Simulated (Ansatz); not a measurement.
# CH6GaNO2: up Jacob's ladder to CCSD(T)

Aim: compute CH6GaNO2 with functionals from several rungs and with coupled cluster. The yardstick is the atomisation energy at the CCSD(T) limit.

Computed with Ansatz 0.2.0, Gaussian basis. Level: functionals in def2-TZVPP, the program's frozen cores in correlated methods.

The runs, in order: LDA (SPW92), PBE-D4, revPBE-D4, BLYP-D4, r2SCAN-D4, B97M-V, PBE0-D4, B3LYP-D4, r2SCANh-D4, r2SCAN0-D4, HSE06-D4, BHLYP-D4, CAM-B3LYP-D4, LC-ωPBE, ωB97X-V, ωB97M-V, B2PLYP, PBE-QIDH; CCSD(T)/def2-SVP; CCSD(T)/def2-TZVPP; MP2/def2-QZVPP; extrapolation to the limit; RPA on PBE.

### Step 1. The geometry

An earlier PBE0-D4 in a triple-zeta def2 set relaxation fixed the geometry.

SMILES `C[O][Ga]([NH2])[OH]`, 11 atoms, charge 0, spin multiplicity 1.

Atoms are counted from 1 here; the program's logs count them from 0.

Bond lengths: C1–O2 1.408 Å, C1–H6 1.096 Å, C1–H7 1.096 Å, C1–H8 1.096 Å, O2–Ga3 1.771 Å, Ga3–N4 1.810 Å, Ga3–O5 1.785 Å, N4–H9 1.007 Å, N4–H10 1.006 Å, O5–H11 0.958 Å. Angles: O2–C1–H6 109.7°, O2–C1–H7 113.2°, O2–C1–H8 109.7°, H6–C1–H7 108.0°, H6–C1–H8 108.0°, H7–C1–H8 108.0°, C1–O2–Ga3 122.4°, O2–Ga3–N4 119.2°, O2–Ga3–O5 115.6°, N4–Ga3–O5 125.1°, Ga3–N4–H9 119.1°, Ga3–N4–H10 121.2°, H9–N4–H10 111.2°, Ga3–O5–H11 114.6°.

### Step 2. LDA

This LDA is Slater exchange with PW92 correlation.

in.yaml reads:

```yaml
crystal:
  periodic: [false, false, false]
  atoms:
    - {symbol: C, position_ang: [-1.248516, -1.377308, 0.966319]}
    - {symbol: O, position_ang: [-0.460609, -0.214446, 1.063103]}
    - {symbol: Ga, position_ang: [0.421581, 0.453137, -0.319962]}
    - {symbol: N, position_ang: [1.509120, 1.877764, -0.068346]}
    - {symbol: O, position_ang: [0.222816, -0.428553, -1.858744]}
    - {symbol: H, position_ang: [-2.281639, -1.148269, 1.250708]}
    - {symbol: H, position_ang: [-1.261365, -1.808208, -0.041214]}
    - {symbol: H, position_ang: [-0.869101, -2.139164, 1.656535]}
    - {symbol: H, position_ang: [1.420523, 2.418103, 0.776675]}
    - {symbol: H, position_ang: [1.800754, 2.453456, -0.840065]}
    - {symbol: H, position_ang: [0.746446, -0.086521, -2.585008]}
basis:
  gaussian: {orbitals: def2-TZVPP}
hamiltonian: {xc: lda}
output: {orbitals: {seedname: orbitals}}
```

The run is started by

```bash
> ansatz run in.yaml --threads 4 --pin off --events-out ev --progress --plain --max-ram 10444MiB
```

Further steps of the session: PBE-D4 (GGA); revPBE-D4 (GGA); BLYP-D4 (GGA); r2SCAN-D4 (meta-GGA); B97M-V (meta-GGA); PBE0-D4 (hybrid); B3LYP-D4 (hybrid); r2SCANh-D4 (hybrid); r2SCAN0-D4 (hybrid); HSE06-D4 (hybrid); BHLYP-D4 (hybrid); CAM-B3LYP-D4 (range-separated); LC-ωPBE (range-separated); ωB97X-V (range-separated); ωB97M-V (range-separated); B2PLYP (double hybrid); PBE-QIDH (double hybrid); CCSD(T) in def2-SVP; CCSD(T) in def2-TZVPP; MP2 in def2-QZVPP; RPA on PBE orbitals.

**Question.** What will the summary of the whole plan be? Wanted: atomisation energy, CCSD(T)/CBS; farthest beyond LDA; mean size of error, GGA; mean size of error, meta-GGA; mean size of error, hybrid; mean size of error, range-separated; mean size of error, double hybrid; gap, smallest and largest; T1 diagnostic.

**Answer**, as computed:

| quantity | value |
| --- | --- |
| atomisation energy, CCSD(T)/CBS | 942.5 kcal/mol |
| functionals within 9.4 kcal/mol (1.0 %) | BLYP-D4, r2SCAN-D4, CAM-B3LYP-D4, LC-ωPBE, ωB97X-V, ωB97M-V |
| farthest beyond LDA | BHLYP-D4 (-45.8 kcal/mol) |
| mean size of error, GGA | 11.8 kcal/mol |
| mean size of error, meta-GGA | 8.6 kcal/mol |
| mean size of error, hybrid | 20.6 kcal/mol |
| mean size of error, range-separated | 4.4 kcal/mol |
| mean size of error, double hybrid | 15.7 kcal/mol |
| gap, smallest and largest | 4.45 eV (BLYP-D4), 12.06 eV (LC-ωPBE) |
| T1 diagnostic | 0.0134 |
| triples share of the correlation energy | 3.7 % |

What this shows: LDA overbinds by 143.4 kcal/mol (15 %). PBE-D4 misses by +11.5 kcal/mol. Double hybrids carry the basis error of their MP2 part in triple zeta, and no dispersion term here, so their miss is partly the set-up's. The rungs range-separated, meta-GGA miss on average by less than the doubt on the reference (9.4 kcal/mol), so they tie. The reference freezes the cores and leaves out relativity and excitations past (T), and its outer-core shells are covered unevenly, so misses under about 9.4 kcal/mol can't be ranked. Hartree-Fock recovers 68 % of the binding; the rest is correlation. CCSD(T) in def2-SVP is off by -65.5 kcal/mol, worse than the median functional, from the basis alone. The gap grows from 4.4 to 12.1 eV across the functionals, mostly with the share of exact exchange. Correlated methods include outer-core shells of Ga, which these sets cover unevenly.
